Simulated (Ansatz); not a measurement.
# AlCo, space group Pm-3m: a comparison of magnetic orders

With the Ansatz DFT code, driven from Python.

Typed at the interpreter:
```pycon
>>> import ansatz as az
>>> import numpy as np
>>> import pandas as pd
>>> params = {
...     "xc": "pbe",
...     "kmesh": (6, 11, 11),
...     "sigma": 0.1,
... }
>>> def count_gap(report):
...     # lowest empty less highest filled band, counting bands; zero where they overlap
...     return max(report.get("gap_by_band_count_ev") or 0.0, 0.0)
...
>>> CELL = [
...     [5.638806, 0.0, 0.0],
...     [0.0, 2.819403, 0.0],
...     [0.0, 0.0, 2.819403],
... ]
>>> ATOMS = [
...     ("Al", [0.0, 0.0, 0.0]),
...     ("Co", [0.25, 0.5, 0.5]),
...     ("Al", [0.5, 0.0, 0.0]),
...     ("Co", [0.75, 0.5, 0.5]),
... ]
>>> def magnet(moments):
...     crystal = az.Crystal(lattice=az.Lattice.of(CELL))
...     for (symbol, position), moment in zip(ATOMS, moments):
...         crystal = crystal.atom(symbol, position, moment=moment or None)
...     return crystal
...
>>> # starting moments in muB, one an atom
>>> orders = {
...     "FM": [0, 2.5, 0, 2.5],
...     "AFM": [0, 2.5, 0, -2.5],
... }
>>> rows = []
>>> for label, moments in orders.items():
...     calc = (
...         magnet(moments).calculation()
...         .functional(params["xc"])
...         .basis(31 * az.Ry)
...         .kpoints(*params["kmesh"])
...         .occupations(az.OccupationsMethod.FERMI_DIRAC, width=params["sigma"])
...         .spin("collinear")
...         .band_table()
...     )
...     data = calc.run().report
...     rows.append((label, data["free_energy_ev"], data["magnetization_mub"], data["absolute_magnetization_mub"], max(abs(m) for m in data["site_moments_mub"]), count_gap(data)))
...     print(label, "site moments:", [round(m, 2) for m in data["site_moments_mub"]])
...
RunWarning: the starting moments were not kept: the SCF closed with an absolute magnetisation of 6.7e-7 μB, where they sum to 5 μB in size (2 sites). That is at most 0.1 of that sum. Measured as dr2_m measures the in/out step, that magnetisation stands 3.6e-13 eV from none, at or under the dr2_threshold of 1.0e-7 eV: it is no larger than a step whose dr2_m would equal this threshold. The system [...]
FM site moments: [0.0, -0.0, 0.0, -0.0]
AFM site moments: [0.0, -0.0, -0.0, 0.0]
>>> lowest = min(row[1] for row in rows)
>>> rows = [(row[0], 1000 * (row[1] - lowest) / 2, *row[2:]) for row in sorted(rows, key=lambda row: row[1])]
>>> print(pd.DataFrame(rows, columns=["order", "meV/magnetic atom", "net muB", "absolute muB", "largest site muB", "gap by band count eV"]).round(4).to_string(index=False))
order  meV/magnetic atom  net muB  absolute muB  largest site muB  gap by band count eV
   FM                0.0     -0.0           0.0               0.0                   0.0
  AFM                0.0      0.0           0.0               0.0                   0.0
>>> print("lowest of these starts:", rows[0][0])
lowest of these starts: FM
```

The SCF didn't keep the moments it started from (some shrank, vanished or turned); what is printed is the state reached. A gap by band count of zero or less means overlapping bands, a metal. This cell is a computed structure, which may not be the phase found in nature. Gaps and levels are Kohn-Sham values on a finite set of k-points. Warnings are shown shortened and without file and line. Each row is the state reached from that start at the given structure, not necessarily the lowest of its order; other orders weren't tried. Hardware and time: 40 s on 1 thread of Arm Neoverse V2, on a shared host, peak memory 0.59 GiB.
